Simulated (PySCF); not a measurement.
# A diatomic session: GeH−

The task here is to estimate one member of a computed series from the others.

Method: Ge def2-TZVPPD, H def2-TZVPPD, no relativity; program: PySCF 2.14.0.

3 further runs of the same task are left out: 3 set aside as unsound or not needed.

The first run:

A driver script around PySCF takes these settings:

| Quantity | Value |
| --- | --- |
| atoms | Ge, H |
| charge | -1 |
| basis | Ge def2-TZVPPD, H def2-TZVPPD |
| Hamiltonian | no relativity |
| basis functions | 71 |
| electrons treated | 34 |
| masses in u | 73.9212, 1.0078 |
| levels | PBE0, PBE, r²SCAN, B2PLYP, BP86, r²SCAN0, r²SCANh, PW91, ωB97X-V, HF, MP2, SCS-MP2, CCSD, CCSD(T) |
| grid | 80 radial by 434 angular points |
| occupations | held fixed by the projection of orbital angular momentum |
| dissociation limit | Ge− + H, each in its ground configuration |
| starting distance in angstrom | 1.580 |
| values of 2S to try | 0, 2, 4 |

Command:

```console
> OMP_NUM_THREADS=1 python dia.py task.json out
```

Among the steps run: The job; PBE0 along the bond; PBE; r²SCAN; B2PLYP (double hybrid); BP86; r²SCAN0; r²SCANh (hybrid meta-GGA); PW91 (GGA); ωB97X-V; UHF (mean field); MP2 and coupled cluster.

One table of the session follows, with a row left open; its other results are not shown here.

It belongs to the step «The curves together». Energy (eV) from each level's lowest point:

| R (Å) | UHF | UHF-MP2 | UHF-SCS-MP2 | UHF-CCSD | UHF-CCSD(T) |
| --- | --- | --- | --- | --- | --- |
| 1.406 | 0.391 | 0.332 | 0.355 | n/a | n/a |
| 1.472 | 0.174 | 0.137 | 0.153 | 0.161 | 0.164 |
| 1.537 | ? | ? | ? | ? | ? |
| 1.586 | 0.010 | 0.001 | 0.006 | 0.008 | 0.010 |
| 1.635 | 0.000 | 0.000 | 0.000 | 0.000 | 0.000 |
| 1.684 | 0.016 | 0.023 | 0.019 | 0.016 | 0.015 |
| 1.750 | 0.068 | 0.083 | 0.073 | 0.067 | 0.064 |
| 1.831 | 0.168 | 0.193 | 0.175 | 0.164 | 0.159 |
| 1.929 | 0.321 | 0.356 | 0.330 | 0.313 | 0.305 |
| 2.060 | 0.551 | 0.601 | 0.567 | n/a | n/a |

Estimate the missing values for R (Å) = 1.537.

Worked estimate for «UHF». A straight line through the neighbours (1.472, 0.174) and (1.586, 0.010) gives 0.174 + (0.010 − 0.174) × (1.537 − 1.472) / (1.586 − 1.472) = 0.080; a parabola fitted to 4 rows on both sides gives 0.050.

The run gave: UHF: 0.053; UHF-MP2: 0.033; UHF-SCS-MP2: 0.043; UHF-CCSD: 0.047; UHF-CCSD(T): 0.050. In «UHF» the line misses by +0.027 and the parabola by -0.003.
